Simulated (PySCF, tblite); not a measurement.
**C₄H₄FNS: dynamics, then NMR shifts on frames**

How do NMR shifts of C₄H₄FNS (`Cc1nc(F)cs1`) change as the atoms move?

Computed with tblite 0.8.0 and PySCF 2.14.0, with density-fitted response routines of our own, on a single molecule in the gas phase. Atoms count from 0, in the outputs and in this text.

**1. Starting geometry**

11 atoms, charge 0, multiplicity 1; geometry from: GFN2-xTB.

Bonds of the start (Å): C0–C1 1.48, C1–N2 1.28, N2–C3 1.35, C3–F4 1.33, C3–C5 1.36, C5–S6 1.72, S6–C1 1.76, C0–H7 1.09, C0–H8 1.09, C0–H9 1.09, C5–H10 1.07.

**2. A short Langevin run with GFN2-xTB**

Job settings and geometry (Å):

```
{"job": {"kind": "md", "xc": "GFN2-xTB", "basis": "xTB", "temperature": 200, "steps": 2000, "every": 50, "frames": 5}, "charge": 0, "multiplicity": 1}
C      1.961079     0.009463     0.055224
C      0.483306    -0.024938     0.017186
N     -0.268118     0.984941    -0.239863
C     -1.573762     0.652079    -0.201997
F     -2.485826     1.589273    -0.447007
C     -1.871708    -0.641550     0.089749
S     -0.407186    -1.505494     0.334060
H      2.376285    -0.685174    -0.673841
H      2.298483     1.017279    -0.170592
H      2.322308    -0.282627     1.040496
H     -2.829437    -1.110581     0.170621
```

With the program's defaults for keys left out, this is: GFN2-xTB Langevin dynamics, gas phase.

Started as:

```sh
$ OMP_NUM_THREADS=1 python probes_run.py task.json out
```

This one command runs all jobs of the session in turn.

Output:

```text
t/fs     T/K      E/eV
    0.0   175.5   -585.01762
   25.0   121.7   -584.92087
   50.0   105.9   -584.86607
   75.0    70.9   -584.89824
  100.0   114.2   -584.90335
  125.0   165.8   -584.92266
  150.0   203.9   -584.88561
  175.0   158.9   -584.83434
  200.0   155.5   -584.85592
  225.0   148.8   -584.80412
  250.0   114.8   -584.79852
  275.0   128.7   -584.84404
  300.0    90.5   -584.75247
  325.0   161.7   -584.83440
  350.0   155.6   -584.79045
  375.0   257.5   -584.87851
  400.0   254.5   -584.89473
  425.0   188.6   -584.89311
  450.0   215.3   -584.87254
  475.0   190.4   -584.80980
  500.0   162.2   -584.78085
  525.0   161.2   -584.77645
  550.0   195.8   -584.86019
  575.0   191.1   -584.80523
  600.0   147.7   -584.79847
  625.0   221.2   -584.88868
  650.0   246.2   -584.86446
  675.0   188.8   -584.70201
  700.0   177.3   -584.74811
  725.0   187.6   -584.80806
  750.0   146.4   -584.78167
  775.0   190.7   -584.90012
  800.0   168.8   -584.85556
  825.0   122.9   -584.89914
  850.0   143.6   -584.82853
  875.0   173.1   -584.87487
  900.0   115.6   -584.83246
  925.0   172.2   -584.86245
  950.0   158.7   -584.74356
  975.0   163.8   -584.79980
 1000.0   190.9   -584.80423
```

It took 7.3 s on 1 thread of Arm Neoverse V2, shared host; peak memory 0.18 GiB.

Distance from the start (root mean square after alignment): 0 fs 0.00 Å, 200 fs 0.58 Å, 400 fs 0.98 Å, 600 fs 0.84 Å, 800 fs 1.03 Å, 1000 fs 0.67 Å.

Positions (Å) and forces (eV/Å) at 1000 fs:

```xyz
11

C     1.675   -1.129   -0.404   -0.574    1.470   -0.177
C     0.311   -0.647   -0.113   -0.449   -0.605    1.249
N    -0.320    0.208   -0.803   -1.319    0.220    0.121
C    -1.599    0.417   -0.339    0.996   -0.690    0.875
F    -2.330    1.273   -1.020   -0.484    0.280   -0.043
C    -1.956   -0.238    0.823    0.860   -0.022   -1.020
S    -0.630   -1.280    1.290   -0.153    0.696   -0.657
H     2.222   -1.353    0.488    0.114   -0.687    0.236
H     1.549   -1.888   -1.149    0.530   -0.636   -0.082
H     2.135   -0.248   -0.846    0.415   -0.130   -0.363
H    -2.873   -0.248    1.376    0.061    0.102   -0.140
```

**3. Nuclear shieldings: 250 fs, PBE0/pcSseg-1**

Job settings and geometry (Å):

```
{"job": {"kind": "nmr", "xc": "PBE0", "basis": "pcSseg-1", "pop": false}, "charge": 0, "multiplicity": 1}
C      1.723500    -0.735600    -0.037000
C      0.280500    -0.491300     0.091100
N     -0.280000     0.581700    -0.335000
C     -1.604600     0.428100    -0.136700
F     -2.390800     1.489000    -0.363500
C     -2.099900    -0.777000     0.238500
S     -0.771200    -1.760900     0.629300
H      2.102500    -1.364700     0.755800
H      2.045800    -1.135100    -0.964600
H      2.259900     0.248700     0.106900
H     -3.129600    -1.085600     0.383100
```

With the program's defaults for keys left out, this is: GIAO PBE0/pcSseg-1 NMR shielding, non-relativistic, gas phase.

Output:

```text
coarse grid: 10600 points
cycle   1  E = -706.9699217474  dE =  1.398e+00  |g| = 5.338e-01  |ddm| = 3.324e+00
cycle   2  E = -706.9289849548  dE =  4.094e-02  |g| = 7.353e-01  |ddm| = 9.017e-01
cycle   3  E = -707.0239945771  dE = -9.501e-02  |g| = 7.339e-02  |ddm| = 5.467e-01
cycle   4  E = -707.0247773872  dE = -7.828e-04  |g| = 4.201e-02  |ddm| = 8.524e-02
cycle   5  E = -707.0251733897  dE = -3.960e-04  |g| = 1.123e-02  |ddm| = 4.293e-02
cycle   6  E = -707.0251991128  dE = -2.572e-05  |g| = 3.218e-03  |ddm| = 1.090e-02
cycle   7  E = -707.0252012211  dE = -2.108e-06  |g| = 1.071e-03  |ddm| = 3.826e-03
final grid: 100664 points
cycle   8  E = -707.0742099820  dE = -1.730e-05  |g| = 1.047e-02  |ddm| = 2.550e-02
cycle   9  E = -707.0741612191  dE =  4.876e-05  |g| = 1.735e-02  |ddm| = 2.738e-02
cycle  10  E = -707.0742356538  dE = -7.443e-05  |g| = 2.237e-03  |ddm| = 1.902e-02
cycle  11  E = -707.0742368829  dE = -1.229e-06  |g| = 3.521e-04  |ddm| = 2.129e-03
cycle  12  E = -707.0742369068  dE = -2.389e-08  |g| = 1.366e-04  |ddm| = 3.943e-04
cycle  13  E = -707.0742369101  dE = -3.307e-09  |g| = 3.715e-05  |ddm| = 1.247e-04
cycle  14  E = -707.0742369104  dE = -3.254e-10  |g| = 1.679e-05  |ddm| = 5.108e-05
converged SCF energy = -707.0742369104

GIAO shielding tensors (ppm)
atom      isotropic    diamagn.    paramagn.     s11        s22        s33       span
  0 C      165.584     245.082     -79.498    150.144    152.878    193.729     43.585
  1 C       17.639     259.574    -241.935    -50.540     -8.956    112.412    162.952
  2 N      -59.933     331.310    -391.243   -290.698    -88.476    199.375    490.074
  3 C       16.495     248.116    -231.621    -40.097     39.883     49.698     89.795
  4 F      272.814     471.644    -198.831    152.036    317.641    348.764    196.727
  5 C       89.277     265.516    -176.239     27.894     91.221    148.717    120.823
  6 S      259.813    1057.071    -797.257      0.389    328.025    451.027    450.638
  7 H       29.621      28.458       1.164     24.752     29.082     35.030     10.279
  8 H       29.667      28.384       1.283     25.964     26.757     36.279     10.316
  9 H       27.952      27.485       0.467     23.020     26.641     34.195     11.175
 10 H       25.260      29.936      -4.676     21.629     25.469     28.682      7.053
```

Run time: 14 s. Hardware: 1 thread of Arm Neoverse V2, shared host; peak memory 0.69 GiB.

The references, computed at this level on geometries of the same kind, shield at (ppm): 1H TMS 31.72, 13C TMS 186.9, 19F CFCl3 170.9, 15N NH3 267.7, 33S CS2 504. Their shielding less the atom's gives the shift. The references are single molecules in the gas phase, so shifts against H2O, NH3, PH3, H3PO4 or CFCl3 are not on the usual liquid scales and can be off by tens of ppm. Each atom is listed at this fixed geometry, with no averaging over motion; a spectrum would average atoms that exchange fast.

```tsv
atoms	environment	σ (ppm)	δ (ppm)
C3	aromatic carbon bearing fluorine	16.5	170.4
C1	substituted aromatic carbon next to a ring nitrogen	17.6	169.3
C5	aromatic CH next to the ring sulfur	89.3	97.6
C0	methyl carbon on an aromatic ring	165.6	21.3
H10	hydrogen on an aromatic CH next to the ring sulfur	25.26	6.46
H9	hydrogen on a methyl carbon on an aromatic ring	27.95	3.77
H7	hydrogen on a methyl carbon on an aromatic ring	29.62	2.10
H8	hydrogen on a methyl carbon on an aromatic ring	29.67	2.05
N2	pyridine-type nitrogen of an azole	-59.9	327.7
F4	aryl fluorine	272.8	-101.9
S6	aromatic ring sulfur	260	244
```

Ring of atoms C1, N2, C3, C5, S6: NICS(0) -12.0, NICS(1) -10.3, NICS(1)zz -23.4 ppm (means of both faces).

**4. NMR shieldings: 425 fs, PBE0/pcSseg-1**

Job settings and geometry (Å):

```
{"job": {"kind": "nmr", "xc": "PBE0", "basis": "pcSseg-1", "pop": false}, "charge": 0, "multiplicity": 1}
C      1.909700    -0.938900    -0.039500
C      0.465400    -0.714000     0.182300
N     -0.208900     0.328500    -0.177400
C     -1.504100     0.160400     0.166800
F     -2.352500     1.120700    -0.244200
C     -1.858100    -0.949000     0.834000
S     -0.491500    -1.971200     0.952700
H      2.491000    -0.717400     0.871500
H      2.092100    -1.955500    -0.303500
H      2.324700    -0.189900    -0.779100
H     -2.830100    -1.231100     1.198700
```

With the program's defaults for keys left out, this is: GIAO PBE0/pcSseg-1 NMR shielding, non-relativistic, gas phase.

Output:

```text
coarse grid: 10600 points
cycle   1  E = -706.9730279598  dE =  1.319e+00  |g| = 5.312e-01  |ddm| = 3.308e+00
cycle   2  E = -706.9287598811  dE =  4.427e-02  |g| = 7.426e-01  |ddm| = 9.078e-01
cycle   3  E = -707.0265707030  dE = -9.781e-02  |g| = 8.200e-02  |ddm| = 5.564e-01
cycle   4  E = -707.0275765121  dE = -1.006e-03  |g| = 4.790e-02  |ddm| = 9.875e-02
cycle   5  E = -707.0281040658  dE = -5.276e-04  |g| = 1.108e-02  |ddm| = 4.659e-02
cycle   6  E = -707.0281277643  dE = -2.370e-05  |g| = 3.390e-03  |ddm| = 1.059e-02
cycle   7  E = -707.0281301004  dE = -2.336e-06  |g| = 1.082e-03  |ddm| = 3.896e-03
final grid: 100664 points
cycle   8  E = -707.0773288263  dE = -1.790e-05  |g| = 1.026e-02  |ddm| = 2.547e-02
cycle   9  E = -707.0772818565  dE =  4.697e-05  |g| = 1.701e-02  |ddm| = 2.711e-02
cycle  10  E = -707.0773536048  dE = -7.175e-05  |g| = 2.142e-03  |ddm| = 1.874e-02
cycle  11  E = -707.0773547230  dE = -1.118e-06  |g| = 3.450e-04  |ddm| = 2.038e-03
cycle  12  E = -707.0773547456  dE = -2.264e-08  |g| = 1.331e-04  |ddm| = 3.761e-04
cycle  13  E = -707.0773547488  dE = -3.159e-09  |g| = 3.294e-05  |ddm| = 1.156e-04
cycle  14  E = -707.0773547490  dE = -2.619e-10  |g| = 1.458e-05  |ddm| = 4.852e-05
converged SCF energy = -707.0773547490

GIAO shielding tensors (ppm)
atom      isotropic    diamagn.    paramagn.     s11        s22        s33       span
  0 C      163.089     245.486     -82.396    146.448    150.362    192.458     46.010
  1 C       13.381     259.565    -246.184    -54.592    -13.626    108.362    162.955
  2 N      -67.796     331.810    -399.606   -305.540    -84.629    186.782    492.322
  3 C       18.733     248.542    -229.809    -36.547     39.871     52.877     89.424
  4 F      278.027     472.530    -194.503    158.956    329.931    345.195    186.239
  5 C       88.768     264.711    -175.943     27.475     90.824    148.005    120.531
  6 S      238.072    1056.869    -818.798    -18.595    321.289    411.522    430.117
  7 H       28.577      27.372       1.205     24.605     26.606     34.519      9.913
  8 H       29.449      28.302       1.147     24.433     29.126     34.789     10.355
  9 H       27.718      27.244       0.473     23.093     26.162     33.898     10.805
 10 H       25.496      30.040      -4.544     21.916     25.702     28.871      6.955
```

It took 12 s on 1 thread of Arm Neoverse V2, shared host; peak memory 0.71 GiB.

Key values: δ C1 173.5, C3 168.2, C5 98.2, C0 23.8, H10 6.22, H9 4.00 ppm.

**5. Nuclear shieldings: 625 fs, PBE0/pcSseg-1**

Job settings and geometry (Å):

```
{"job": {"kind": "nmr", "xc": "PBE0", "basis": "pcSseg-1", "pop": false}, "charge": 0, "multiplicity": 1}
C      2.062300    -1.050700    -0.136300
C      0.635100    -0.829400     0.287400
N     -0.072700     0.111600    -0.193300
C     -1.352300     0.030400     0.260700
F     -2.226300     0.936300    -0.206400
C     -1.643400    -0.966600     1.126000
S     -0.181600    -1.820900     1.527400
H      2.712600    -0.983700     0.725900
H      2.154500    -2.010500    -0.603700
H      2.322100    -0.210100    -0.796300
H     -2.568300    -1.272800     1.582800
```

Level: GIAO PBE0/pcSseg-1 NMR shielding, non-relativistic, gas phase.

Output:

```text
coarse grid: 10600 points
cycle   1  E = -706.9705908367  dE =  1.261e+00  |g| = 5.354e-01  |ddm| = 3.291e+00
cycle   2  E = -706.9252775763  dE =  4.531e-02  |g| = 7.487e-01  |ddm| = 8.857e-01
cycle   3  E = -707.0250702504  dE = -9.979e-02  |g| = 7.689e-02  |ddm| = 5.426e-01
cycle   4  E = -707.0259371316  dE = -8.669e-04  |g| = 4.581e-02  |ddm| = 9.534e-02
cycle   5  E = -707.0264241567  dE = -4.870e-04  |g| = 1.096e-02  |ddm| = 4.476e-02
cycle   6  E = -707.0264476619  dE = -2.351e-05  |g| = 3.248e-03  |ddm| = 1.003e-02
cycle   7  E = -707.0264497870  dE = -2.125e-06  |g| = 1.016e-03  |ddm| = 3.655e-03
final grid: 100664 points
cycle   8  E = -707.0759777478  dE = -1.866e-05  |g| = 1.033e-02  |ddm| = 2.471e-02
cycle   9  E = -707.0759312481  dE =  4.650e-05  |g| = 1.700e-02  |ddm| = 2.698e-02
cycle  10  E = -707.0760029576  dE = -7.171e-05  |g| = 2.138e-03  |ddm| = 1.883e-02
cycle  11  E = -707.0760040761  dE = -1.118e-06  |g| = 3.786e-04  |ddm| = 2.096e-03
cycle  12  E = -707.0760041041  dE = -2.805e-08  |g| = 1.378e-04  |ddm| = 4.047e-04
cycle  13  E = -707.0760041077  dE = -3.582e-09  |g| = 3.513e-05  |ddm| = 1.269e-04
cycle  14  E = -707.0760041080  dE = -3.101e-10  |g| = 1.626e-05  |ddm| = 5.238e-05
converged SCF energy = -707.0760041080

GIAO shielding tensors (ppm)
atom      isotropic    diamagn.    paramagn.     s11        s22        s33       span
  0 C      161.493     247.029     -85.535    145.476    147.026    191.977     46.501
  1 C       11.544     261.254    -249.710    -53.649    -16.613    104.892    158.540
  2 N      -67.676     332.919    -400.595   -294.211    -85.217    176.401    470.612
  3 C       19.302     247.583    -228.281    -36.854     39.850     54.908     91.761
  4 F      281.656     472.641    -190.985    164.348    329.096    351.524    187.176
  5 C       82.084     263.564    -181.480     21.955     78.819    145.478    123.522
  6 S      225.319    1056.515    -831.195    -35.284    309.120    402.121    437.405
  7 H       29.151      28.087       1.065     24.838     28.047     34.569      9.731
  8 H       29.318      28.064       1.255     25.041     28.025     34.888      9.847
  9 H       28.362      28.528      -0.165     23.533     27.430     34.124     10.591
 10 H       25.336      30.068      -4.732     21.830     25.484     28.693      6.863
```

Run time: 14 s. Hardware: 1 thread of Arm Neoverse V2, shared host; peak memory 0.71 GiB.

This run: δ C1 175.4, C3 167.6, C5 104.8, C0 25.4, H10 6.38, H9 3.35 ppm.

**6. Shielding tensors: 800 fs, PBE0/pcSseg-1**

Job settings and geometry (Å):

```
{"job": {"kind": "nmr", "xc": "PBE0", "basis": "pcSseg-1", "pop": false}, "charge": 0, "multiplicity": 1}
C      1.833400    -0.979700    -0.119000
C      0.424700    -0.665100     0.091800
N     -0.312500     0.146100    -0.593900
C     -1.534200     0.281100    -0.039200
F     -2.409000     1.115800    -0.616500
C     -1.818200    -0.491300     1.049400
S     -0.517400    -1.478900     1.394600
H      2.391500    -0.277100     0.434600
H      1.997000    -1.990100     0.292500
H      2.084700    -0.940700    -1.187300
H     -2.719800    -0.527600     1.643100
```

With the program's defaults for keys left out, this is: GIAO PBE0/pcSseg-1 NMR shielding, non-relativistic, gas phase.

Output:

```text
coarse grid: 10600 points
cycle   1  E = -706.9689129917  dE =  1.347e+00  |g| = 5.349e-01  |ddm| = 3.316e+00
cycle   2  E = -706.9255644636  dE =  4.335e-02  |g| = 7.407e-01  |ddm| = 8.779e-01
cycle   3  E = -707.0234701125  dE = -9.791e-02  |g| = 8.140e-02  |ddm| = 5.315e-01
cycle   4  E = -707.0244886042  dE = -1.018e-03  |g| = 4.811e-02  |ddm| = 1.034e-01
cycle   5  E = -707.0250396205  dE = -5.510e-04  |g| = 1.144e-02  |ddm| = 4.683e-02
cycle   6  E = -707.0250657799  dE = -2.616e-05  |g| = 3.187e-03  |ddm| = 1.025e-02
cycle   7  E = -707.0250677720  dE = -1.992e-06  |g| = 1.196e-03  |ddm| = 3.386e-03
final grid: 100664 points
cycle   8  E = -707.0741871419  dE = -2.376e-05  |g| = 9.050e-03  |ddm| = 2.390e-02
cycle   9  E = -707.0741623549  dE =  2.479e-05  |g| = 1.362e-02  |ddm| = 2.073e-02
cycle  10  E = -707.0742056662  dE = -4.331e-05  |g| = 1.775e-03  |ddm| = 1.420e-02
cycle  11  E = -707.0742064207  dE = -7.545e-07  |g| = 4.194e-04  |ddm| = 1.953e-03
cycle  12  E = -707.0742064580  dE = -3.734e-08  |g| = 1.372e-04  |ddm| = 4.369e-04
cycle  13  E = -707.0742064615  dE = -3.491e-09  |g| = 4.139e-05  |ddm| = 1.429e-04
cycle  14  E = -707.0742064619  dE = -4.229e-10  |g| = 1.834e-05  |ddm| = 5.722e-05
converged SCF energy = -707.0742064619

GIAO shielding tensors (ppm)
atom      isotropic    diamagn.    paramagn.     s11        s22        s33       span
  0 C      164.522     245.844     -81.322    150.518    154.048    189.001     38.483
  1 C        8.865     261.261    -252.396    -55.038    -15.537     97.171    152.209
  2 N      -66.252     332.880    -399.132   -315.572    -83.259    200.076    515.648
  3 C       18.607     248.670    -230.064    -34.162     35.306     54.676     88.838
  4 F      279.207     471.884    -192.677    163.527    329.764    344.329    180.802
  5 C       89.273     264.845    -175.571     26.881     88.165    152.774    125.892
  6 S      221.029    1057.547    -836.518    -64.378    329.475    397.991    462.369
  7 H       29.578      28.849       0.729     25.820     27.344     35.569      9.749
  8 H       28.634      27.671       0.963     23.373     29.267     33.263      9.890
  9 H       28.346      27.446       0.901     23.670     26.620     34.749     11.079
 10 H       25.487      30.032      -4.545     21.728     25.705     29.028      7.300
```

Run time: 13 s. Hardware: 1 thread of Arm Neoverse V2, shared host; peak memory 0.7 GiB.

Key values: δ C1 178.1, C3 168.3, C5 97.7, C0 22.4, H10 6.23, H9 3.37 ppm.

**7. NMR shieldings: 1000 fs, PBE0/pcSseg-1**

Job settings and geometry (Å):

```
{"job": {"kind": "nmr", "xc": "PBE0", "basis": "pcSseg-1", "pop": false}, "charge": 0, "multiplicity": 1}
C      1.675000    -1.128600    -0.403700
C      0.311000    -0.647500    -0.112600
N     -0.319500     0.207900    -0.802900
C     -1.599000     0.417400    -0.338600
F     -2.330000     1.272700    -1.020400
C     -1.956100    -0.238100     0.822700
S     -0.630500    -1.279700     1.289600
H      2.221900    -1.353500     0.488100
H      1.548700    -1.888200    -1.148900
H      2.135200    -0.248400    -0.846200
H     -2.873300    -0.248300     1.375700
```

With the program's defaults for keys left out, this is: GIAO PBE0/pcSseg-1 NMR shielding, non-relativistic, gas phase.

Output:

```text
coarse grid: 10600 points
cycle   1  E = -706.9692400228  dE =  1.267e+00  |g| = 5.325e-01  |ddm| = 3.287e+00
cycle   2  E = -706.9288133711  dE =  4.043e-02  |g| = 7.283e-01  |ddm| = 8.236e-01
cycle   3  E = -707.0231325741  dE = -9.432e-02  |g| = 7.074e-02  |ddm| = 4.936e-01
cycle   4  E = -707.0238567278  dE = -7.242e-04  |g| = 4.283e-02  |ddm| = 8.887e-02
cycle   5  E = -707.0242877888  dE = -4.311e-04  |g| = 1.112e-02  |ddm| = 4.272e-02
cycle   6  E = -707.0243137826  dE = -2.599e-05  |g| = 2.810e-03  |ddm| = 9.816e-03
cycle   7  E = -707.0243154368  dE = -1.654e-06  |g| = 8.282e-04  |ddm| = 2.769e-03
final grid: 100664 points
cycle   8  E = -707.0727889290  dE = -2.143e-05  |g| = 9.047e-03  |ddm| = 2.533e-02
cycle   9  E = -707.0727609614  dE =  2.797e-05  |g| = 1.377e-02  |ddm| = 2.197e-02
cycle  10  E = -707.0728084004  dE = -4.744e-05  |g| = 1.935e-03  |ddm| = 1.537e-02
cycle  11  E = -707.0728093156  dE = -9.152e-07  |g| = 3.932e-04  |ddm| = 2.021e-03
cycle  12  E = -707.0728093479  dE = -3.232e-08  |g| = 1.293e-04  |ddm| = 4.041e-04
cycle  13  E = -707.0728093511  dE = -3.224e-09  |g| = 3.937e-05  |ddm| = 1.333e-04
cycle  14  E = -707.0728093515  dE = -3.874e-10  |g| = 1.815e-05  |ddm| = 5.447e-05
converged SCF energy = -707.0728093515

GIAO shielding tensors (ppm)
atom      isotropic    diamagn.    paramagn.     s11        s22        s33       span
  0 C      165.823     248.234     -82.410    152.149    153.954    191.367     39.217
  1 C       12.770     262.278    -249.509    -52.763    -13.640    104.713    157.476
  2 N      -67.106     333.440    -400.546   -303.208    -77.502    179.392    482.599
  3 C       16.829     249.781    -232.952    -40.802     38.876     52.412     93.214
  4 F      280.550     470.988    -190.437    171.251    309.387    361.013    189.763
  5 C       80.051     264.013    -183.962     20.548     76.573    143.032    122.485
  6 S      201.108    1057.071    -855.963    -54.865    270.386    387.804    442.669
  7 H       29.459      29.200       0.259     24.589     29.194     34.594     10.005
  8 H       29.060      27.957       1.103     25.230     26.781     35.168      9.937
  9 H       28.646      29.059      -0.413     23.623     27.919     34.397     10.774
 10 H       25.337      30.374      -5.037     22.117     25.465     28.430      6.313
```

Wall time 12 s (1 thread of Arm Neoverse V2, shared host); peak memory 0.7 GiB.

Key values: δ C1 174.2, C3 170.1, C5 106.9, C0 21.1, H10 6.38, H9 3.07 ppm.

**8. Side by side: NMR shifts**

Shifts (ppm) of some atoms, chosen among heavy atoms and hydrogens apart, with basis size and wall time:

```tsv
frame	C1	C5	H7	H8	N2	F4	S6	functions	time
250 fs	169.3	97.6	2.10	2.05	327.7	-101.9	244	146	14 s
425 fs	173.5	98.2	3.14	2.27	335.5	-107.1	266	146	12 s
625 fs	175.4	104.8	2.57	2.40	335.4	-110.7	278	146	14 s
800 fs	178.1	97.7	2.14	3.08	334.0	-108.3	283	146	13 s
1000 fs	174.2	106.9	2.26	2.66	334.8	-109.6	303	146	12 s
```

**9. Summary of results**

```
                                        quantity                         value
                                      thermostat                         200 K
                   mean temperature, second half                         173 K
         mean potential energy above the minimum                       0.20 eV
  13C shifts against TMS (PBE0/pcSseg-1, 250 fs)  170.4, 169.3, 97.6, 21.3 ppm
   1H shifts against TMS (PBE0/pcSseg-1, 250 fs)    6.46, 3.77, 2.10, 2.05 ppm
  15N shifts against NH3 (PBE0/pcSseg-1, 250 fs)                     327.7 ppm
19F shifts against CFCl3 (PBE0/pcSseg-1, 250 fs)                    -101.9 ppm
  33S shifts against CS2 (PBE0/pcSseg-1, 250 fs)                       244 ppm
                        range of the shift of S6                244 to 303 ppm
```

In words: In the second half the potential energy averages 0.20 eV above the minimum; equipartition over 27 harmonic modes at 200 K would give 0.23 eV. With 11 atoms the temperature swings widely (71 to 258 K). Shifts at one fixed geometry are not the observed spectrum, which averages over the motion. In the first frame run (250 fs): The widest tensor belongs to N2: span 490 ppm, with a paramagnetic part of -391 ppm. NICS(1)zz of -23 ppm above the planar ring from C1 marks a diatropic (aromatic) ring current. Across the 5 runs the shift of S6 moves most, between 244 (250 fs) and 303 ppm (1000 fs).
